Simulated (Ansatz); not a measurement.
# Rb2TlNiF6: the cost of one run

Program: Ansatz 0.2.0. Level of theory: DFT PBE, scalar-relativistic, plane waves, PAW. These are calculated values, not measurements.

### 1 The starting structure

The structure is cubic, space group Fm-3m (No. 225). The conventional cell has a = 8.916 Å, b = 8.916 Å, c = 8.916 Å, α = 90.00°, β = 90.00°, γ = 90.00°. Rb (site symmetry -43m) is surrounded by 12 F at 3.17 Å. Around Tl (site symmetry m-3m) lie 6 F at 2.51 Å. Around Ni (site symmetry m-3m) lie 6 F at 1.94 Å. F (site symmetry 4mm) has 1 Ni at 1.94 Å and 1 Tl at 2.51 Å as nearest neighbours.

Coordinates:

```
Rb Tl Ni F
1.0
     0.00000    4.45782    4.45782
     4.45782    0.00000    4.45782
     4.45782    4.45782    0.00000
Rb Tl Ni F
2 1 1 6
Direct
  0.25000 0.25000 0.25000
  0.75000 0.75000 0.75000
  0.50000 0.50000 0.50000
  0.00000 0.00000 0.00000
  0.21801 0.21801 0.78199
  0.21801 0.78199 0.78199
  0.78199 0.78199 0.21801
  0.21801 0.78199 0.21801
  0.78199 0.21801 0.78199
  0.78199 0.21801 0.21801
```

The structure comes from the Materials Project (structure only).

### 2 The base run

File input.yaml:

```yaml
crystal:
  lattice:
    - [0.0, 4.4578213805, 4.4578213805]
    - [4.4578213805, 0.0, 4.4578213805]
    - [4.4578213805, 4.4578213805, 0.0]
  atoms:
    - { symbol: Rb, position: [0.25, 0.25, 0.25] }
    - { symbol: Rb, position: [0.75, 0.75, 0.75] }
    - { symbol: Tl, position: [0.5, 0.5, 0.5] }
    - { symbol: Ni, position: [0.0, 0.0, 0.0], spin: 2.0 }
    - { symbol: F, position: [0.218012, 0.218012, 0.781988] }
    - { symbol: F, position: [0.218012, 0.781988, 0.781988] }
    - { symbol: F, position: [0.781988, 0.781988, 0.218012] }
    - { symbol: F, position: [0.218012, 0.781988, 0.218012] }
    - { symbol: F, position: [0.781988, 0.218012, 0.781988] }
    - { symbol: F, position: [0.781988, 0.218012, 0.218012] }
magnetization:
  spin_polarized: true
basis:
  ecutwfc: 420
  fft_grid_basis: typed
kpoints:
  mp_grid: { grid: [6, 6, 6] }
hamiltonian:
  xc: pbe
  pseudopotentials: { kind: paw }
scf:
  occupations: { method: gaussian, width: 0.05 }
output:
  forces: true
  stress: true
  eigenvalues: true
  bader: true
  write_density: true
  volumetric_format: npy
  populations: true
  elf: true
```

Started as:

```bash
$ ansatz run input.yaml --threads 2 --pin off --max-ram 4096MiB --backend cpu --events-out ev --progress --plain --runs-dir out
```

**Question.** How long does this run take on 2 threads of Arm Neoverse N1, shared host, and how much memory does it need?

About 81 s, with a peak of 0.65 GiB.
